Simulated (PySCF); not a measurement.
# C₇H₇FOS− (doublet): open-shell or spin-flip excitations

Aim: compute the open-shell or spin-flip excitations of C₇H₇FOS− (doublet) (`Cc1csc(C(=O)F)c1C`).

Computed with PySCF 2.14.0 and routines of our own; the level stands in each step. Atoms count from 0.

## 1. The starting structure

17 atoms, charge -1, multiplicity 2; geometry from: GFN2-xTB.

## 2. Open-shell or spin-flip excitations: unrestricted TDA PBE0/def2-SVP in water

The job: settings as JSON, then the geometry in Å.

```
{"job": {"kind": "uabs", "xc": "PBE0", "basis": "def2-SVP", "nstates": 10, "tda": true, "solvent": "water", "pol": false}, "charge": -1, "multiplicity": 2}
C     -2.273271    -0.302312     0.226478
C     -1.003736     0.407433    -0.137670
C     -0.984117     1.668641    -0.686675
S      0.637126     2.233023    -0.987616
C      1.309418     0.720303    -0.357091
C      2.675861     0.502090    -0.306847
O      3.343205    -0.450573     0.082079
F      3.426239     1.614464    -0.811248
C      0.263327    -0.145117     0.052200
C      0.504407    -1.508996     0.613384
H     -3.138195     0.313330    -0.016469
H     -2.295029    -0.524974     1.295084
H     -2.355625    -1.247993    -0.312462
H     -1.811746     2.305847    -0.929703
H      0.044315    -2.276855    -0.016130
H      1.573363    -1.693060     0.666626
H      0.077459    -1.603220     1.616149
```

Method: unrestricted TDA PBE0/def2-SVP, vertical, IEF-PCM water (non-equilibrium linear response), core orbitals frozen in the response.

Launch:

```sh
OMP_NUM_THREADS=1 python excited_run.py task.json out
```

One launch serves the whole session: the jobs run in the order shown.

The log of the run:

```text
coarse grid: 15744 points
cycle   1  E = -842.9661422950  dE =  1.497e+00  |g| = 6.500e-01  |ddm| = 3.509e+00
cycle   2  E = -842.7034003347  dE =  2.627e-01  |g| = 1.057e+00  |ddm| = 1.984e+00
cycle   3  E = -843.1242016133  dE = -4.208e-01  |g| = 1.636e-01  |ddm| = 1.334e+00
cycle   4  E = -843.1348625539  dE = -1.066e-02  |g| = 4.629e-02  |ddm| = 2.203e-01
cycle   5  E = -843.1357499139  dE = -8.874e-04  |g| = 1.664e-02  |ddm| = 6.567e-02
cycle   6  E = -843.1359123998  dE = -1.625e-04  |g| = 5.166e-03  |ddm| = 2.543e-02
cycle   7  E = -843.1359459491  dE = -3.355e-05  |g| = 2.960e-03  |ddm| = 1.176e-02
cycle   8  E = -843.1359611358  dE = -1.519e-05  |g| = 1.324e-03  |ddm| = 9.877e-03
cycle   9  E = -843.1359634332  dE = -2.297e-06  |g| = 6.025e-04  |ddm| = 4.230e-03
final grid: 150624 points
cycle  10  E = -843.2418552501  dE = -2.893e-05  |g| = 7.370e-03  |ddm| = 2.844e-02
cycle  11  E = -843.2418250568  dE =  3.019e-05  |g| = 1.109e-02  |ddm| = 2.074e-02
cycle  12  E = -843.2418809090  dE = -5.585e-05  |g| = 1.367e-03  |ddm| = 1.347e-02
cycle  13  E = -843.2418816968  dE = -7.878e-07  |g| = 2.202e-04  |ddm| = 1.681e-03
cycle  14  E = -843.2418817195  dE = -2.275e-08  |g| = 1.122e-04  |ddm| = 4.046e-04
cycle  15  E = -843.2418817279  dE = -8.345e-09  |g| = 3.083e-05  |ddm| = 1.622e-04
cycle  16  E = -843.2418817304  dE = -2.509e-09  |g| = 1.658e-05  |ddm| = 1.336e-04
cycle  17  E = -843.2418817310  dE = -5.978e-10  |g| = 1.082e-05  |ddm| = 6.969e-05
converged SCF energy = -843.2418817310

<S^2> of the reference = 0.7708 (exact 0.7500)

Excitations
state   eV       nm        f      <S^2>   main configurations
  1   2.9830    415.6   0.04491   0.775   Ha->La 0.82, Hb->Lb 0.10
  2   3.1689    391.3   0.00000   0.801   Ha->L+1a 0.97
  3   4.0299    307.7   0.04358   0.786   Hb->Lb 0.39, Ha->L+2a 0.37, Ha->L+4a 0.13
  4   4.0464    306.4   0.03018   0.783   Ha->L+2a 0.59, Hb->Lb 0.24
  5   4.5642    271.6   0.00117   0.795   Ha->L+3a 0.86
  6   4.6083    269.0   0.17299   0.866   H-1b->Lb 0.80, Ha->La 0.09
  7   4.8726    254.5   0.25348   1.033   Ha->L+4a 0.64, Hb->Lb 0.16, Hb->L+1b 0.09
  8   5.1652    240.0   0.00004   0.830   H-2b->Lb 0.94
  9   5.2873    234.5   0.00211   0.803   Ha->L+6a 0.78, Ha->L+3a 0.10, Ha->L+7a 0.08
 10   5.4255    228.5   0.01267   0.826   Ha->L+5a 0.94
```

Wall time 62 s (1 thread of Arm Neoverse V1, shared host); peak memory 0.83 GiB.

Key values:

```
quantity  value
    ⟨S²⟩  0.771
```

Löwdin spin populations:

C0 0.00; C1 -0.09; C2 0.30; S3 0.12; C4 0.01; C5 0.20; O6 0.15; F7 0.01; C8 0.28; C9 -0.01; H10 0.00; H11 0.00; H12 0.00; H13 0.00; H14 0.01; H15 0.00; H16 0.01

## 3. Open-shell or spin-flip excitations: unrestricted TDA B3LYP/3-21G

The job, as its differences from that of step 2:

```diff
@@ -1,2 +1,2 @@
-{"job": {"kind": "uabs", "xc": "PBE0", "basis": "def2-SVP", "nstates": 10, "tda": true, "solvent": "water", "pol": false}, "charge": -1, "multiplicity": 2}
+{"job": {"kind": "uabs", "xc": "B3LYP", "basis": "3-21G", "nstates": 2, "tda": true, "scf": {"aux": "def2-universal-jkfit", "fallback": true}}, "charge": -1, "multiplicity": 2}
 C     -2.273271    -0.302312     0.226478
```

Level: unrestricted TDA B3LYP/3-21G, vertical, gas phase, core orbitals frozen in the response.

The log of the run:

```text
final grid: 150624 points
cycle   1  E = -839.6170595853  dE =  1.280e+00  |g| = 6.982e-01  |ddm| = 3.358e+00
cycle   2  E = -839.0339119050  dE =  5.831e-01  |g| = 1.392e+00  |ddm| = 2.482e+00
cycle   3  E = -839.7720415413  dE = -7.381e-01  |g| = 3.100e-01  |ddm| = 1.920e+00
cycle   4  E = -839.8116504981  dE = -3.961e-02  |g| = 6.701e-02  |ddm| = 4.196e-01
cycle   5  E = -839.8131547597  dE = -1.504e-03  |g| = 2.677e-02  |ddm| = 1.061e-01
cycle   6  E = -839.8135218631  dE = -3.671e-04  |g| = 1.062e-02  |ddm| = 4.920e-02
cycle   7  E = -839.8135900289  dE = -6.817e-05  |g| = 4.470e-03  |ddm| = 1.900e-02
cycle   8  E = -839.8136065426  dE = -1.651e-05  |g| = 2.204e-03  |ddm| = 1.037e-02
cycle   9  E = -839.8136105231  dE = -3.980e-06  |g| = 1.054e-03  |ddm| = 5.008e-03
cycle  10  E = -839.8136113582  dE = -8.351e-07  |g| = 3.895e-04  |ddm| = 2.504e-03
cycle  11  E = -839.8136114157  dE = -5.750e-08  |g| = 2.761e-04  |ddm| = 8.940e-04
cycle  12  E = -839.8136114590  dE = -4.330e-08  |g| = 5.126e-05  |ddm| = 4.897e-04
cycle  13  E = -839.8136114615  dE = -2.492e-09  |g| = 3.218e-05  |ddm| = 1.104e-04
cycle  14  E = -839.8136114624  dE = -9.077e-10  |g| = 2.032e-05  |ddm| = 7.109e-05
converged SCF energy = -839.8136114624

Static polarisability (au): isotropic 88.544, principal 40.262 101.403 123.968

<S^2> of the reference = 0.7626 (exact 0.7500)

Excitations
state   eV       nm        f      <S^2>   main configurations
  1   2.8395    436.6   0.03714   0.767   Ha->La 0.82, Hb->Lb 0.12
  2   2.8768    431.0   0.00008   0.778   Ha->L+1a 0.99
```

It took 32 s on 1 thread of Arm Neoverse V1, shared host; peak memory 0.58 GiB.

Warnings kept with the result: the highest occupied orbital has positive energy: the anion is not bound at this level.

From this job:

```
quantity  value
    ⟨S²⟩  0.763
```

## 4. Summary of results

```
                                                                                               quantity                        value
lowest and brightest state of nearly pure spin, of 10 (step 2, unrestricted TDA PBE0/def2-SVP in water)  2.98 eV; 4.61 eV, f = 0.173
            lowest and brightest state of nearly pure spin, of 2 (step 3, unrestricted TDA B3LYP/3-21G)  2.84 eV; 2.84 eV, f = 0.037
```

**Reading.** States whose ⟨S²⟩ lies well above the reference's are mixtures of spin states, an artefact of the unrestricted response, and are left out of the summary. For an anion in the gas phase, states above the energy of detachment are held by the basis alone, so excitations and responses hang on it. The lowest state of nearly pure spin runs from 2.84 to 2.98 eV over the runs.
